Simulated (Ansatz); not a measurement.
# CH5SbSe, SMILES [CH3][SbH][SeH]: vertical and adiabatic energies of changing the electron count

With the Python package of Ansatz (0.2.0).

At the Python prompt:
```pycon
>>> import itertools
>>> import ansatz as az
>>> from ase.data import atomic_numbers, covalent_radii
>>> import numpy as np
>>> BASIS = "def2-SVP"
>>> XC = "r2SCAN"
>>> NET_CHARGE = 1
>>> geometry_ang = [
...     ("C", (-0.3434, 1.1788, -0.3715)),
...     ("Sb", (0.9238, -0.4741, -0.6392)),
...     ("Se", (0.4895, -1.2461, 1.7799)),
...     ("H", (0.1729, 1.9902, 0.2602)),
...     ("H", (-1.3365, 0.8832, 0.0718)),
...     ("H", (-0.6123, 1.6876, -1.3752)),
...     ("H", (-0.3602, -1.4688, -1.2438)),
...     ("H", (1.1585, -2.608, 1.462)),
... ]
>>> geometry = az.Crystal.molecule()
>>> for symbol, xyz in geometry_ang:
...     geometry = geometry.atom(symbol, xyz)
...
>>> model = geometry.calculation().basis(gaussian=BASIS).functional(XC)
>>> symbols = [site.symbol for site in geometry.cartesian_sites]
>>> start = np.array([site.position_ang for site in geometry.cartesian_sites], dtype=float)
>>> summary = model.relax(force_tolerance=0.01, max_steps=100).run(threads=1).report
>>> end = np.array(summary["positions_ang"])
>>> minimum = az.Crystal.molecule()
>>> for symbol, place in zip(symbols, end):
...     minimum = minimum.atom(symbol, place.tolist())
...
>>> ion = minimum.calculation().basis(gaussian=BASIS).functional(XC).charge(NET_CHARGE).spin("collinear", total=1)
>>> vertical = ion.run(threads=1).report
>>> settled = ion.relax(force_tolerance=0.01, max_steps=80).run(threads=1).report
>>> print(f"vertical ionisation energy   {vertical['free_energy_ev'] - summary['free_energy_ev']:.3f} eV")
vertical ionisation energy   8.602 eV
>>> print(f"adiabatic, no zero point     {settled['free_energy_ev'] - summary['free_energy_ev']:.3f} eV")
adiabatic, no zero point     8.247 eV
>>> print(f"relaxation energy of the ion {vertical['free_energy_ev'] - settled['free_energy_ev']:.3f} eV")
relaxation energy of the ion 0.356 eV
>>> ionised = np.array(settled["positions_ang"])
>>> # pairs closer than 1.2 times the sum of covalent radii, before or after
>>> radius = [covalent_radii[atomic_numbers[s]] for s in symbols]
>>> span = lambda where, i, j: np.linalg.norm(where[i] - where[j])
>>> bonded = [(i, j) for i, j in itertools.combinations(range(len(symbols)), 2) if min(span(end, i, j), span(ionised, i, j)) < 1.2 * (radius[i] + radius[j])]
>>> print("pair        before    after (A)")
pair        before    after (A)
>>> for i, j in bonded:
...     print(f"{symbols[i]}{i}-{symbols[j]}{j}".ljust(10), f"{span(end, i, j):8.4f} {span(ionised, i, j):8.4f}")
...
C0-Sb1       2.1837   2.1701
C0-H3        1.0991   1.0975
C0-H4        1.0980   1.0992
C0-H5        1.1011   1.0996
Sb1-Se2      2.5883   2.5320
Sb1-H6       1.7208   1.7049
Se2-H7       1.4713   1.4781
>>> for first, second in list(itertools.combinations(bonded, 2)):
...     shared = set(first) & set(second)
...     if shared and symbols[(j := shared.pop())] != "H":
...         i, k = sorted((set(first) | set(second)) - {j})
...         u, v = ionised[i] - ionised[j], ionised[k] - ionised[j]
...         angle = np.degrees(np.arccos(np.clip(u @ v / np.linalg.norm(u) / np.linalg.norm(v), -1, 1)))
...         print(f"final angle {symbols[i]}{i}-{symbols[j]}{j}-{symbols[k]}{k}: {angle:.2f} deg")
...
final angle Sb1-C0-H3: 109.02 deg
final angle Sb1-C0-H4: 106.89 deg
final angle Sb1-C0-H5: 106.15 deg
final angle C0-Sb1-Se2: 106.62 deg
final angle C0-Sb1-H6: 103.93 deg
final angle H3-C0-H4: 112.21 deg
final angle H3-C0-H5: 110.77 deg
final angle H4-C0-H5: 111.52 deg
final angle Se2-Sb1-H6: 95.70 deg
final angle Sb1-Se2-H7: 93.04 deg
```

What to keep in mind:
- The energies are electronic: no zero-point or thermal terms, and the basis set is short of its limit. The product may relax into another structure. The relaxation finds the nearest minimum, so the adiabatic value is an upper bound.
- def2 sets replace the cores of elements past krypton by effective core potentials.
- The whole script took 4.6 min on 1 thread of Arm Neoverse V1, on a shared host, peak memory 0.29 GiB.
